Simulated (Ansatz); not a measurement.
# Sn: the cost of one run

All numbers are computed with Ansatz 0.2.0 through its Python package. Level of theory: DFT PBEsol, plane waves, PAW.

**1. Starting point**

The structure is tetragonal, space group I4/mmm (No. 139). Conventional cell: a = 3.182 Å, b = 3.182 Å, c = 5.831 Å, α = 90.00°, β = 90.00°, γ = 90.00°. Sn (site symmetry 4/mmm) is surrounded by 4 Sn at 3.18 Å.

POSCAR_sn, read by the script:

```text
Sn
1.0
  -1.59075000    1.59075000    2.91565000
   1.59075000   -1.59075000    2.91565000
   1.59075000    1.59075000   -2.91565000
Sn
1
Direct
   0.00000000    0.00000000    0.00000000
```

**2. The code**

kconv_sn.py

```python
import csv
import warnings

import ansatz as az
from ase.io import read

warnings.simplefilter('ignore', az.DeckWarning)

atoms = read('POSCAR_sn', format='vasp')
cell = az.Crystal.from_ase(atoms)

setup = cell.calculation()
setup = setup.occupations('Marzari-Vanderbilt', width=0.1)
setup = setup.scf(tolerance=1e-09)
setup = setup.functional('pbesol')
setup = setup.basis(21 * az.Ha)

rows = []
for value in [(3, 3, 3), (4, 4, 4), (6, 6, 6), (8, 8, 8), (10, 10, 10), (12, 12, 12)]:
    report = setup.kpoints(mesh=value).run().report
    rows.append((value, report['free_energy_ev'] / len(report['lattice']['sites']), report['n_iterations'], report['n_kpoints']))

with open('kconv.csv', 'w', newline='') as handle:
    writer = csv.writer(handle)
    writer.writerow(['mesh', 'F/atom (eV)', 'iterations', 'k-points'])
    writer.writerows([round(v, 5) if isinstance(v, float) else v for v in row] for row in rows)

for row in rows[:-1]:
    shift = 1000 * (row[1] - rows[-1][1])
    print(f'{row[0]}: {shift:+.2f} meV/atom' + ('  (within 5 meV)' if abs(shift) < 5 else ''))
```

**3. The run**

Command:

```
$ python kconv_sn.py
```

What time and memory should one allow on 1 thread of Arm Neoverse V2, shared host?

About 8.6 s, with a peak of 0.46 GiB.
